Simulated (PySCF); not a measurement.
# C₃H₆INSi: NMR shieldings

Wanted: NMR shieldings for C₃H₆INSi (`C=C[Si@@H](I)N=C`).

Computed with PySCF 2.14.0 and routines of our own; the level stands in each step. Atoms count from 0.

## (1) The starting structure

12 atoms, charge 0, multiplicity 1; geometry from: GFN2-xTB.

## (2) NMR shieldings: PBE/pcSseg-1 I:us-x2c-TZVPall-2c, spin–orbit

The job: settings as JSON, then the geometry in Å.

```
{"job": {"kind": "hnmr", "xc": "PBE", "basis": {"default": "pcSseg-1", "I": "us-x2c-TZVPall-2c"}, "rel": "so"}, "charge": 0, "multiplicity": 1}
C      2.467511     0.212789     0.577081
C      1.218568     0.610322     0.404457
Si    -0.102855    -0.411605    -0.445018
I      0.279552    -2.821320    -0.035937
N     -1.546079    -0.111907     0.432214
C     -2.696223     0.261759     0.132294
H      2.807255    -0.759535     0.256235
H      3.211394     0.830746     1.055989
H      0.928654     1.593079     0.754002
H     -0.094728    -0.271885    -1.899272
H     -3.028166     0.511350    -0.879346
H     -3.443685     0.355522     0.915434
```

Method: PBE/pcSseg-1 I:us-x2c-TZVPall-2c GIAO NMR shielding, X2C with spin-orbit coupling, screened-nuclear two-electron part, Gaussian nuclei, gas phase.

Started as:

```console
$ OMP_NUM_THREADS=1 python heavy_run.py task.json out
```

The driver reads the jobs from task.json and runs them one after another.

What it wrote:

```text
spin-free SCF
coarse grid: 49936 points
cycle   1  E = -7577.5136545850  dE =  2.293e-01  |g| = 6.112e-01  |ddm| = 9.502e+00
cycle   2  E = -7577.2605670092  dE =  2.531e-01  |g| = 1.163e+00  |ddm| = 1.941e+00
cycle   3  E = -7577.5794844525  dE = -3.189e-01  |g| = 3.043e-01  |ddm| = 1.507e+00
cycle   4  E = -7577.5994532794  dE = -1.997e-02  |g| = 8.758e-02  |ddm| = 2.894e-01
cycle   5  E = -7577.6010381267  dE = -1.585e-03  |g| = 3.869e-02  |ddm| = 1.131e-01
cycle   6  E = -7577.6013639196  dE = -3.258e-04  |g| = 1.338e-02  |ddm| = 4.236e-02
cycle   7  E = -7577.6014069731  dE = -4.305e-05  |g| = 5.729e-03  |ddm| = 1.708e-02
cycle   8  E = -7577.6014138648  dE = -6.892e-06  |g| = 8.961e-04  |ddm| = 4.514e-03
final grid: 102824 points
cycle   9  E = -7577.5988892052  dE = -8.564e-07  |g| = 2.667e-03  |ddm| = 2.855e-03
cycle  10  E = -7577.5988867503  dE =  2.455e-06  |g| = 3.539e-03  |ddm| = 4.559e-03
cycle  11  E = -7577.5988893364  dE = -2.586e-06  |g| = 1.411e-03  |ddm| = 3.860e-03
cycle  12  E = -7577.5988897084  dE = -3.720e-07  |g| = 8.267e-04  |ddm| = 1.553e-03
cycle  13  E = -7577.5988898744  dE = -1.661e-07  |g| = 1.059e-04  |ddm| = 8.543e-04
cycle  14  E = -7577.5988898768  dE = -2.330e-09  |g| = 3.453e-05  |ddm| = 1.063e-04
converged SCF energy = -7577.5988898768
two-component SCF
cycle   1  E = -7576.6648089178  dE = -7.577e+03  |FDS-SDF| = 5.765e+01
cycle   2  E = -7578.8232514230  dE = -2.158e+00  |FDS-SDF| = 9.232e-02
cycle   3  E = -7578.8232579621  dE = -6.539e-06  |FDS-SDF| = 1.439e-02
cycle   4  E = -7578.8232518803  dE =  6.082e-06  |FDS-SDF| = 8.904e-03
cycle   5  E = -7578.8232547492  dE = -2.869e-06  |FDS-SDF| = 6.090e-03
cycle   6  E = -7578.8232637578  dE = -9.009e-06  |FDS-SDF| = 1.154e-03
cycle   7  E = -7578.8232640008  dE = -2.429e-07  |FDS-SDF| = 3.507e-04
cycle   8  E = -7578.8232640195  dE = -1.872e-08  |FDS-SDF| = 1.051e-04
cycle   9  E = -7578.8232640222  dE = -2.686e-09  |FDS-SDF| = 2.480e-05
converged, E = -7578.8232640222

Field gradients (au) and densities at the nuclei (bohr^-3)
atom        Vxx        Vyy        Vzz        centre      nuclear mean
  0 C     -0.1325    -0.2446     0.3772        114.586        114.586
  1 C     -0.0794    -0.2244     0.3039        114.602        114.601
  2 Si    -0.1324    -0.5115     0.6439       1576.019       1576.000
  3 I     -3.4113    -4.2553     7.6667     227885.513     225826.519
  4 N      0.1304     0.8642    -0.9946        186.074        186.074
  5 C     -0.1973    -0.2527     0.4499        114.579        114.579
  6 H     -0.1569    -0.1714     0.3283          0.387          0.387
  7 H     -0.1611    -0.1711     0.3322          0.388          0.388
  8 H     -0.1575    -0.1714     0.3289          0.383          0.383
  9 H     -0.0808    -0.0825     0.1634          0.365          0.365
 10 H     -0.1442    -0.1526     0.2967          0.391          0.391
 11 H     -0.1534    -0.1572     0.3106          0.393          0.393
without picture change
  3 I                            8.3313                    484266.151

Core orbital energies (eV)
atom   shell        mean    spread
  2 Si 1s        -1785.144   0.000
  2 Si 2s         -139.099   0.000
  2 Si 2p1/2       -95.642   0.000
  2 Si 2p3/2       -95.014   0.072
  3 I  1s       -32914.215   0.000
  3 I  2s        -5084.594   0.000
  3 I  3s        -1025.549   0.000
  3 I  4s         -179.190   0.000
  3 I  5s          -16.991   0.000
  3 I  2p1/2     -4769.659   0.000
  3 I  2p3/2     -4472.736   0.026
  3 I  3p1/2      -895.634   0.000
  3 I  3p3/2      -839.608   0.063
  3 I  4p1/2      -133.910   0.000
  3 I  4p3/2      -122.977   0.144
  3 I  3d3/2      -610.852   0.058
  3 I  3d5/2      -599.246   0.076
  3 I  4d3/2       -50.183   0.171
  3 I  4d5/2       -48.483   0.228

vertical triplet (scalar unrestricted SCF): 3.315 eV

Shielding tensors (ppm)
atom      isotropic    diamagn.    paramagn.     s11        s22        s33       span
  0 C        36.41      252.00     -215.59     -80.51      27.56     162.19     242.70
  1 C        43.78      261.22     -217.44     -65.56      32.75     164.14     229.70
  2 Si      359.12      866.99     -507.87     294.75     336.89     445.72     150.97
  3 I      5642.92     5097.13      545.78    5233.14    5519.56    6176.06     942.92
  4 N      -154.08      329.98     -484.06    -528.93    -183.95     250.62     779.55
  5 C        12.78      250.72     -237.94     -68.01     -16.25     122.61     190.61
  6 H        25.12       30.93       -5.81      20.47      24.01      30.87      10.40
  7 H        24.93       28.50       -3.57      22.47      24.70      27.61       5.14
  8 H        25.17       31.91       -6.74      23.33      25.27      26.91       3.58
  9 H        24.11       28.92       -4.81      20.08      21.04      31.22      11.14
 10 H        22.50       28.86       -6.36      20.46      21.49      25.55       5.08
 11 H        22.87       27.78       -4.91      21.44      22.59      24.58       3.13
```

It took 58 s on 1 thread of Intel Xeon 6975P-C, shared host; peak memory 1 GiB.

In short:

```
                       quantity       value
energy from spin-orbit coupling  -1.2244 Eh
```

Orbitals, density, ELF and potential are computed afterwards from the orbital file.

Frontier orbitals at PBE/us-x2c-TZVPall-2c+pcSseg-1, with the share of their density that lies nearest to each atom:

| orbital | energy (eV) | lies on |
| --- | --- | --- |
| HOMO | -5.87 | N4 63 %; H10 11 %; H11 8 % |
| LUMO | -2.38 | C5 34 %; N4 28 %; I3 9 % |

ELF in a plane through or near 6 of the atoms.

Ten even steps from '0' (0.00) to '9' (1.00):
```
0000000000000000000000000000
0000000000000000000000000000
0000000000000000000000000000
0000000000000000000000000000
0000000000011000000000000000
0000000000699800000000000000
0000599500899900022211000000
0002999942699600356544200000
0002999957426402568556310000
0000257386738827768136300000
0000038985368124877655200000
0000189995014121654432000000
0000079981026744211110000000
0000001000466675200000000000
0000000015774356530000000000
0000000025786478741000000000
0000000014678887630000000000
0000000002467776410000000000
0000000000023332000000000000
0000000000000000000000000000
```
The map spans 11.9 Å across and 10.5 Å up, centred on the molecule. Atoms in the plane (x, y in Å): C0 (-2.5, 0.3), C1 (-1.2, 0.6), C5 (2.7, 0.3), H6 (-2.8, -0.7), H7 (-3.3, 1.0), H8 (-1.0, 1.7).

log10 of the density (e/Å³) in the same plane.

Values, 10 rows by 14 columns:
```
-4.0 -4.0 -4.0 -4.0 -4.0 -4.0 -4.0 -4.0 -4.0 -4.0 -4.0 -4.0 -4.0 -4.0
-4.0 -4.0 -4.0 -4.0 -4.0 -4.0 -4.0 -4.0 -4.0 -4.0 -4.0 -4.0 -4.0 -4.0
-4.0 -4.0 -3.8 -3.5 -3.3 -2.5 -2.3 -3.2 -4.0 -3.7 -3.6 -3.9 -4.0 -4.0
-4.0 -3.4 -2.0 -1.2 -1.4 -0.7 -0.3 -1.8 -2.0 -1.7 -1.7 -2.1 -3.1 -4.0
-4.0 -2.9 -1.3  0.2  0.1  0.2  0.1 -1.0 -0.5 -0.2  0.0 -0.8 -2.3 -3.8
-4.0 -3.3 -1.9 -0.4  0.2 -0.4 -0.2  0.3  0.2  0.1 -0.1 -1.1 -2.5 -4.0
-4.0 -3.9 -2.4 -1.1 -0.8 -1.3 -0.6 -0.3 -0.8 -1.4 -1.8 -2.3 -3.3 -4.0
-4.0 -4.0 -3.8 -2.9 -1.9 -0.9 -0.1 -0.2 -1.1 -2.1 -3.3 -4.0 -4.0 -4.0
-4.0 -4.0 -4.0 -3.6 -2.3 -1.3 -0.6 -0.7 -1.4 -2.4 -3.9 -4.0 -4.0 -4.0
-4.0 -4.0 -4.0 -4.0 -3.3 -2.4 -1.9 -1.9 -2.4 -3.4 -4.0 -4.0 -4.0 -4.0
```
The map spans 11.9 Å across and 10.5 Å up, centred on the molecule. Atoms in the plane (x, y in Å): C0 (-2.5, 0.3), C1 (-1.2, 0.6), C5 (2.7, 0.3), H6 (-2.8, -0.7), H7 (-3.3, 1.0), H8 (-1.0, 1.7).

On the surface of density 0.002 e/bohr³ the electrostatic potential runs, from the 1st to the 99th percentile, from -1.29 V near N4 to 1.12 V near H9.

## (3) NMR shieldings: PBE/pcSseg-1 I:us-x2c-TZVPall-2c, spin-free

Settings changed since step 2:

```diff
@@ -1,2 +1,2 @@
-{"job": {"kind": "hnmr", "xc": "PBE", "basis": {"default": "pcSseg-1", "I": "us-x2c-TZVPall-2c"}, "rel": "so"}, "charge": 0, "multiplicity": 1}
+{"job": {"kind": "hnmr", "xc": "PBE", "basis": {"default": "pcSseg-1", "I": "us-x2c-TZVPall-2c"}, "rel": "sf"}, "charge": 0, "multiplicity": 1}
 C      2.467511     0.212789     0.577081
```

Level: PBE/pcSseg-1 I:us-x2c-TZVPall-2c GIAO NMR shielding, spin-free X2C, Gaussian nuclei, gas phase.

What it wrote:

```text
spin-free SCF
coarse grid: 49936 points
cycle   1  E = -7577.5136545850  dE =  2.293e-01  |g| = 6.112e-01  |ddm| = 9.502e+00
cycle   2  E = -7577.2605670092  dE =  2.531e-01  |g| = 1.163e+00  |ddm| = 1.941e+00
cycle   3  E = -7577.5794844525  dE = -3.189e-01  |g| = 3.043e-01  |ddm| = 1.507e+00
cycle   4  E = -7577.5994532794  dE = -1.997e-02  |g| = 8.758e-02  |ddm| = 2.894e-01
cycle   5  E = -7577.6010381267  dE = -1.585e-03  |g| = 3.869e-02  |ddm| = 1.131e-01
cycle   6  E = -7577.6013639196  dE = -3.258e-04  |g| = 1.338e-02  |ddm| = 4.236e-02
cycle   7  E = -7577.6014069731  dE = -4.305e-05  |g| = 5.729e-03  |ddm| = 1.708e-02
cycle   8  E = -7577.6014138648  dE = -6.892e-06  |g| = 8.961e-04  |ddm| = 4.514e-03
final grid: 102824 points
cycle   9  E = -7577.5988892052  dE = -8.564e-07  |g| = 2.667e-03  |ddm| = 2.855e-03
cycle  10  E = -7577.5988867503  dE =  2.455e-06  |g| = 3.539e-03  |ddm| = 4.559e-03
cycle  11  E = -7577.5988893364  dE = -2.586e-06  |g| = 1.411e-03  |ddm| = 3.860e-03
cycle  12  E = -7577.5988897084  dE = -3.720e-07  |g| = 8.267e-04  |ddm| = 1.553e-03
cycle  13  E = -7577.5988898744  dE = -1.661e-07  |g| = 1.059e-04  |ddm| = 8.543e-04
cycle  14  E = -7577.5988898768  dE = -2.330e-09  |g| = 3.453e-05  |ddm| = 1.063e-04
converged SCF energy = -7577.5988898768
check of the scalar solution
cycle   1  E = -7577.5988898768  dE = -7.578e+03  |FDS-SDF| = 6.475e+00
cycle   2  E = -7577.6007652828  dE = -1.875e-03  |FDS-SDF| = 4.093e-03
cycle   3  E = -7577.6007652684  dE =  1.438e-08  |FDS-SDF| = 3.175e-04
cycle   4  E = -7577.6007651472  dE =  1.212e-07  |FDS-SDF| = 7.883e-04
cycle   5  E = -7577.6007652851  dE = -1.379e-07  |FDS-SDF| = 9.051e-05
cycle   6  E = -7577.6007652862  dE = -1.138e-09  |FDS-SDF| = 2.499e-05
converged, E = -7577.6007652862

Field gradients (au) and densities at the nuclei (bohr^-3)
atom        Vxx        Vyy        Vzz        centre      nuclear mean
  0 C     -0.1329    -0.2448     0.3777        114.586        114.586
  1 C     -0.0791    -0.2242     0.3034        114.601        114.601
  2 Si    -0.1362    -0.5160     0.6522       1576.021       1576.002
  3 I     -3.4264    -4.2734     7.6998     227718.285     225659.291
  4 N      0.1308     0.8640    -0.9948        186.074        186.074
  5 C     -0.1978    -0.2533     0.4510        114.579        114.579
  6 H     -0.1569    -0.1714     0.3282          0.387          0.387
  7 H     -0.1611    -0.1710     0.3322          0.388          0.388
  8 H     -0.1575    -0.1714     0.3289          0.383          0.383
  9 H     -0.0808    -0.0825     0.1633          0.365          0.365
 10 H     -0.1442    -0.1525     0.2967          0.391          0.391
 11 H     -0.1534    -0.1572     0.3106          0.393          0.393
without picture change
  3 I                            8.4038                    484286.829

Core orbital energies (eV)
atom   shell        mean    spread
  2 Si 1s        -1785.163   0.000
  2 Si 2s         -139.116   0.000
  2 Si 2p          -95.240   0.127
  3 I  1s       -32916.358   0.000
  3 I  2s        -5085.004   0.000
  3 I  3s        -1025.647   0.000
  3 I  4s         -179.214   0.000
  3 I  5s          -16.992   0.000
  3 I  2p        -4567.695   0.040
  3 I  3p         -857.577   0.098
  3 I  4p         -126.482   0.223
  3 I  3d         -603.932   0.085
  3 I  4d          -49.173   0.259

Shielding tensors (ppm)
atom      isotropic    diamagn.    paramagn.     s11        s22        s33       span
  0 C        37.50      251.87     -214.37     -80.65      27.74     165.41     246.06
  1 C        40.97      261.11     -220.13     -67.60      30.31     160.22     227.82
  2 Si      334.48      877.21     -542.73     260.79     338.45     404.20     143.42
  3 I      4460.60     5561.96    -1101.35    3892.47    4219.73    5269.61    1377.14
  4 N      -156.46      329.79     -486.25    -530.12    -188.87     249.60     779.71
  5 C        12.13      250.58     -238.44     -69.48     -16.68     122.57     192.04
  6 H        25.08       30.94       -5.86      20.56      23.87      30.81      10.25
  7 H        24.91       28.50       -3.59      22.50      24.63      27.59       5.09
  8 H        24.98       31.90       -6.92      23.03      24.97      26.94       3.91
  9 H        24.85       28.89       -4.04      20.33      22.65      31.58      11.25
 10 H        22.58       28.84       -6.26      20.48      21.53      25.74       5.27
 11 H        22.88       27.78       -4.90      21.41      22.58      24.64       3.23
```

Wall time 21 s (1 thread of Intel Xeon 6975P-C, shared host); peak memory 0.99 GiB.

## (4) Shieldings side by side

| run | I3 | Si2 | C1 | N4 | C0 | H9 | C5 | time |
| --- | --- | --- | --- | --- | --- | --- | --- | --- |
| step 2, PBE/pcSseg-1 I:us-x2c-TZVPall-2c, spin–orbit | 5642.9 | 359.1 | 43.8 | -154.1 | 36.4 | 24.1 | 12.8 | 58 s |
| step 3, PBE/pcSseg-1 I:us-x2c-TZVPall-2c, spin-free | 4460.6 | 334.5 | 41.0 | -156.5 | 37.5 | 24.9 | 12.1 | 21 s |

## (5) What came out

```
                                                                              quantity                                                           value
energy from spin-orbit coupling (step 2, PBE/pcSseg-1 I:us-x2c-TZVPall-2c, spin–orbit)                                                      -1.2244 Eh
                     shieldings (step 2, PBE/pcSseg-1 I:us-x2c-TZVPall-2c, spin–orbit)  C0 36.4, C1 43.8, Si2 359.1, I3 5642.9, N4 -154.1, C5 12.8 ppm
                                                 surface potential, 1st and 99th percentile                                              -1.29 V and 1.12 V
                      shieldings (step 3, PBE/pcSseg-1 I:us-x2c-TZVPall-2c, spin-free)  C0 37.5, C1 41.0, Si2 334.5, I3 4460.6, N4 -156.5, C5 12.1 ppm
```

What this shows: A contracted two-component basis is stiff near heavy nuclei, so the absolute shieldings of the heavy atoms from it are rough. In step 2, I3 has the widest tensor, 943 ppm. By nearest atom (PBE/us-x2c-TZVPall-2c+pcSseg-1), the HOMO sits on N4 63 %; H10 11 % and the LUMO on C5 34 %; N4 28 %. I3 moves most between the runs, by 1182 ppm; the labels say what changes from run to run.
